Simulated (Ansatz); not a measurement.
# CH5B2N: rigid scan of one bond length

Wanted for CH5B2N: a rigid scan of one bond length.

Program: the Python package of Ansatz 0.2.0. Level of theory: r2SCAN0/def2-SVP. These are calculated values, not measurements.

## 1. Starting point

Bond lengths: B1–B2 1.601 Å, B2–C3 1.534 Å, B2–N4 1.562 Å, C3–N4 1.370 Å, B1–H5 1.195 Å, B1–H6 1.250 Å, C3–H7 1.085 Å, C3–H8 1.185 Å, N4–H9 1.049 Å. Angles (14 of 15 angles, heavy atoms first): B1–B2–C3 152.1°, B1–B2–N4 155.2°, C3–B2–N4 52.5°, B2–C3–N4 64.8°, B2–N4–C3 62.7°, B2–B1–H5 124.2°, B2–B1–H6 120.4°, B2–C3–H7 118.2°, B2–C3–H8 114.3°, N4–C3–H7 117.7°, N4–C3–H8 110.7°, B2–N4–H9 109.5°, C3–N4–H9 117.6°, H5–B1–H6 115.3°.

The script holds or builds the structure itself.

## 2. The script

scan_ch5b2n.py reads:

```python
"""Potential curve of CH5B2N along one bond."""

import ansatz as az
import matplotlib.pyplot as plt
import numpy as np

geometry_ang = [
    ("B", (-0.6797, 1.2833, -1.025)),
    ("B", (-0.2316, 0.0875, -0.0594)),
    ("C", (0.6183, -1.1481, 0.2645)),
    ("N", (-0.1824, -0.7066, 1.2851)),
    ("H", (-0.2523, 1.4525, -2.1282)),
    ("H", (-1.5581, 2.0952, -0.6615)),
    ("H", (0.3575, -2.088, -0.2109)),
    ("H", (1.7567, -0.9108, 0.4921)),
    ("H", (0.26, -0.1113, 2.0263)),
]
mol = az.Crystal.molecule()
for symbol, xyz in geometry_ang:
    mol = mol.atom(symbol, xyz)

symbols = [site.symbol for site in mol.cartesian_sites]
start = np.array([site.position_ang for site in mol.cartesian_sites])
axis = (start[0] - start[1]) / np.linalg.norm(start[0] - start[1])
moving = [0, 4, 5]
lengths, energies = [1.409, 1.473, 1.537, 1.601, 1.665, 1.729, 1.793, 1.889], []
for length in lengths:
    xyz = start.copy()
    xyz[moving] += (length - np.linalg.norm(start[0] - start[1])) * axis
    point = az.Crystal.molecule()
    for symbol, place in zip(symbols, xyz):
        point = point.atom(symbol, place.tolist())
    model = point.calculation().basis(gaussian="def2-SVP").functional("r2scan0")
    report = model.run(threads=1).report
    energies.append(report["free_energy_ev"])
    print(f"r = {length:6.3f} A  E = {energies[-1]:.5f} eV  <S^2> = {abs(report['mean_field']['state']['spin_squared']):.3f}")

# quartic fit about the minimum
fit = np.polynomial.Polynomial.fit(lengths, np.array(energies) - min(energies), 4).convert()
roots = [r.real for r in fit.deriv().roots() if abs(r.imag) < 1e-9 and fit.deriv(2)(r.real) > 0]
r_e = min(roots, key=lambda r: abs(r - lengths[int(np.argmin(energies))]))
print(f"minimum of the fit at {r_e:.4f} A, force constant {fit.deriv(2)(r_e):.2f} eV/A^2")
plt.figure(figsize=(4.5, 3))
plt.plot(lengths, np.array(energies) - min(energies), "o-")
plt.xlabel("bond length (A)")
plt.ylabel("E - E(min) (eV)")
plt.tight_layout()
plt.savefig("scan.png", dpi=100)
```

## 3. The input behind the calls

The engine receives this input (first run):

```yaml
crystal:
  periodic: [false, false, false]
  atoms:
    - { symbol: B, position_ang: [-0.6259682324481527, 1.1399113643416672, -0.9092146959427275] }
    - { symbol: B, position_ang: [-0.2316, 0.0875, -0.0594] }
    - { symbol: C, position_ang: [0.6183, -1.1481, 0.2645] }
    - { symbol: "N", position_ang: [-0.1824, -0.7066, 1.2851] }
    - { symbol: H, position_ang: [-0.19856823244815272, 1.309111364341667, -2.0124146959427276] }
    - { symbol: H, position_ang: [-1.5043682324481527, 1.9518113643416672, -0.5457146959427276] }
    - { symbol: H, position_ang: [0.3575, -2.088, -0.2109] }
    - { symbol: H, position_ang: [1.7567, -0.9108, 0.4921] }
    - { symbol: H, position_ang: [0.26, -0.1113, 2.0263] }
basis:
  gaussian:
    orbitals: def2-SVP
hamiltonian:
  xc: r2scan0
```

## 4. Launch

Command:

```console
python scan_ch5b2n.py
```

Log:

```text
r =  1.409 A  E = -3950.59221 eV  <S^2> = 0.000
r =  1.473 A  E = -3951.15267 eV  <S^2> = 0.000
r =  1.537 A  E = -3951.52161 eV  <S^2> = 0.000
r =  1.601 A  E = -3951.74018 eV  <S^2> = 0.000
r =  1.665 A  E = -3951.84141 eV  <S^2> = 0.000
r =  1.729 A  E = -3951.85170 eV  <S^2> = 0.000
r =  1.793 A  E = -3951.79211 eV  <S^2> = 0.000
r =  1.889 A  E = -3951.60734 eV  <S^2> = 0.000
minimum of the fit at 1.7047 A, force constant 18.56 eV/A^2
```

Run time: 17 s. Hardware: 1 thread of Intel Xeon Platinum 8488C (Sapphire Rapids), shared host; peak memory 0.27 GiB.

## 5. Inputs of later runs

The engine's inputs for some of the other runs:

Run 3, against run 1:

```diff
@@ -4 +4 @@
-    - { symbol: B, position_ang: [-0.6259682324481527, 1.1399113643416672, -0.9092146959427275] }
+    - { symbol: B, position_ang: [-0.6617944451900715, 1.2355172228482203, -0.9864157471000512] }
@@ -8,2 +8,2 @@
-    - { symbol: H, position_ang: [-0.19856823244815272, 1.309111364341667, -2.0124146959427276] }
-    - { symbol: H, position_ang: [-1.5043682324481527, 1.9518113643416672, -0.5457146959427276] }
+    - { symbol: H, position_ang: [-0.23439444519007147, 1.40471722284822, -2.0896157471000514] }
+    - { symbol: H, position_ang: [-1.5401944451900715, 2.04741722284822, -0.6229157471000513] }
```

Run 6, against run 1:

```diff
@@ -4 +4 @@
-    - { symbol: B, position_ang: [-0.6259682324481527, 1.1399113643416672, -0.9092146959427275] }
+    - { symbol: B, position_ang: [-0.7155337643029496, 1.37892601060805, -1.1022173238360369] }
@@ -8,2 +8,2 @@
-    - { symbol: H, position_ang: [-0.19856823244815272, 1.309111364341667, -2.0124146959427276] }
-    - { symbol: H, position_ang: [-1.5043682324481527, 1.9518113643416672, -0.5457146959427276] }
+    - { symbol: H, position_ang: [-0.2881337643029497, 1.5481260106080499, -2.2054173238360373] }
+    - { symbol: H, position_ang: [-1.5939337643029496, 2.19082601060805, -0.7387173238360369] }
```

Run 8, against run 1:

```diff
@@ -4 +4 @@
-    - { symbol: B, position_ang: [-0.6259682324481527, 1.1399113643416672, -0.9092146959427275] }
+    - { symbol: B, position_ang: [-0.7603165302303481, 1.4984333337412414, -1.1987186377826915] }
@@ -8,2 +8,2 @@
-    - { symbol: H, position_ang: [-0.19856823244815272, 1.309111364341667, -2.0124146959427276] }
-    - { symbol: H, position_ang: [-1.5043682324481527, 1.9518113643416672, -0.5457146959427276] }
+    - { symbol: H, position_ang: [-0.3329165302303481, 1.6676333337412412, -2.3019186377826917] }
+    - { symbol: H, position_ang: [-1.6387165302303481, 2.3103333337412417, -0.8352186377826916] }
```

Lines on the test bed's own set-up are left out of the output.

## 6. What each run gave

The 8 runs, in the order started:

```csv
run,distance (Å),energy from run 6 (eV),SCF cycles,CPU time (s)
1,1.41,1.2595,19,2
2,1.47,0.6990,19,2
3,1.54,0.3301,19,2
4,1.60,0.1115,19,2
5,1.67,0.0103,18,2
6,1.73,0.0000,18,1.9
7,1.79,0.0596,18,1.9
8,1.89,0.2444,18,1.9
```

## 7. Results

```
                        quantity     value
bond length at the fit's minimum  1.7047 Å
                   runs compared         8
                 range of energy  1.259 eV
      lowest point, distance (Å)      1.73
```

In words: The curve has its lowest point inside the range, at 1.73. The ends stand 1.26 and 0.244 eV above it. The distance scanned is the script's pair 1, 0. Notes:
- The rest of the molecule is held rigid at a force-field or estimated start geometry, and the basis set is modest; single-reference methods fail as a bond breaks.
- The orbitals are restricted, so S² is zero by construction.
